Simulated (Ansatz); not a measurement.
# Mg2SO (ordered alloy on zincblende lattice): independent-particle optics

How does Mg2SO (ordered alloy on zincblende lattice) absorb light if electrons and holes don't interact? The runs, in order: HSE06 for the gap; optics with PBE on 6×6×4; optics with r2SCAN on 6×6×4; optics with PBE and scissors to the HSE06 gap on 6×6×4.

Method: plane waves, PAW; no local fields, no excitons, in Ansatz 0.2.0.

1 further run of the same task is left out (it didn't finish). Runs told in other sessions of the task aren't counted.

**1. The starting structure**

It takes space group P-4m2 (No. 115, tetragonal). Conventional cell: a = 3.675 Å, b = 3.675 Å, c = 4.884 Å, α = 90.00°, β = 90.00°, γ = 90.00°. O (site symmetry -4m2) is surrounded by 4 Mg at 2.06 Å. Mg (site symmetry 2mm) has 2 O at 2.06 Å and 2 S at 2.38 Å in its first shell of neighbours. S (site symmetry -4m2) is surrounded by 4 Mg at 2.38 Å.

As a file:

```
CELL_PARAMETERS angstrom
3.67487 0.00000 0.00000
0.00000 3.67487 0.00000
0.00000 0.00000 4.88397
ATOMIC_POSITIONS crystal
O 0.00000 0.00000 0.00000
Mg 0.00000 0.50000 0.81132
S 0.50000 0.50000 0.50000
Mg 0.50000 0.00000 0.18868
```

The cell was relaxed beforehand with r2SCAN; those runs aren't shown.

**2. HSE06 levels at special points**

input.yaml reads:

```yaml
crystal:
  lattice:
    - [3.6748652521, 0.0, 0.0]
    - [0.0, 3.6748652521, 0.0]
    - [0.0, 0.0, 4.8839684028]
  atoms:
    - { symbol: O, position: [0.0, 0.0, 0.0] }
    - { symbol: Mg, position: [0.0, 0.5, 0.8113170196] }
    - { symbol: S, position: [0.5, 0.5, 0.5] }
    - { symbol: Mg, position: [0.5, 0.0, 0.1886829804] }
kpoints:
  mp_grid: { grid: [4, 4, 4] }
  band_path:
    path:
      - [0.0, 0.0, 0.0]
      - [0.0, 0.5, 0.0]
      - [0.5, 0.5, 0.0]
      - [0.0, 0.0, 0.5]
      - [0.0, 0.5, 0.5]
      - [0.5, 0.5, 0.5]
    npoints: 1
hamiltonian:
  xc: hse06
scf:
  occupations: { method: fixed }
  n_extra_bands: 5
output:
  forces: true
  stress: true
  eigenvalues: true
```

Started as:

```
> ansatz run input.yaml --threads 4 --pin off --max-ram 3686MiB --backend cpu --events-out ev --progress --plain --runs-dir out
```

Further steps of the session: Optics, PBE; Optics, r2SCAN; Optics, PBE with a scissors shift.

Q: Predict the results of all the runs planned. Wanted: ε∞, PBE; ε∞, r2SCAN; tallest peak of ε₂, PBE; tallest peak of ε₂, r2SCAN; HSE06 direct gap.

The runs gave:

| quantity | value |
| --- | --- |
| ε∞, PBE | 4.05 (xx, yy), 4.72 (zz) |
| ε∞, r2SCAN | 3.64 (xx, yy), 4.16 (zz) |
| ε∞, PBE + 1.07 eV scissors | 3.67 (xx, yy), 4.17 (zz) |
| tallest peak of ε₂, PBE | 7.2 at 7.30 eV |
| tallest peak of ε₂, r2SCAN | 6.6 at 9.35 eV |
| tallest peak of ε₂, PBE + 1.07 eV scissors | 7.2 at 8.35 eV |
| HSE06 direct gap | 2.85 eV |

**Reading.** From PBE to PBE + 1.07 eV scissors the direct gap grows from 1.79 to 2.85 eV, and ε∞ goes from 4.27 to 3.84 (mean of the axes). The response is anisotropic: with PBE ε∞ is 4.05 (xx, yy), 4.72 (zz). Local fields and excitons are left out: both change ε∞, and without excitons the onset lacks its lines.
